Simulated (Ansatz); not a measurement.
**Na3Cl2 in Ansatz: the effect of functional**

The system is Na3Cl2.

```
CELL_PARAMETERS angstrom
1.75995 -10.17026 0.00000
1.75995 10.17026 0.00000
0.00000 0.00000 3.52764
ATOMIC_POSITIONS crystal
Cl 0.08660 0.91340 0.50000
Cl 0.91340 0.08660 0.50000
Na 0.66899 0.33101 0.00000
Na 0.33101 0.66899 0.00000
Na 0.50000 0.50000 0.00000
```

The cell comes from a database or a generator and needn't be the stable form of this composition.

Alike in all runs:

```yaml
Program: Ansatz 0.2.0
Task: band structure
Potentials_or_basis: Ansatz PAW
k_mesh: 8 × 8 × 8
Occupations: fermi-dirac, width 0.05 eV
Spin: no spin polarisation
```

```csv
functional,cutoff,pressure (GPa),largest force (eV/Å)
LDA,420 eV (not typed: the program's choice for these potentials),?,?
PBEsol,420 eV (not typed: the program's choice for these potentials),-0.8,0.06
RPBE,420 eV (not typed: the program's choice for these potentials),1.4,0.06
revPBE,420 eV (not typed: the program's choice for these potentials),1.2,0.05
BLYP,420 eV (not typed: the program's choice for these potentials),0.8,0.04
r2SCAN,500 eV (not typed: the program's choice for these potentials),-0.7,0.10
```

Problem. What does the run with functional LDA give?

Solution. Pressure -2.2 GPa; largest force 0.13 eV/Å.

Caveats: an odd number of electrons without spin polarisation forces a metal; a magnetic or distorted state may lie lower; the PAW data sets come from PBE, with cores solved anew for the run's functional, which leaves a small shift of forces and pressure.

Runs at the PBE level aren't shown here.
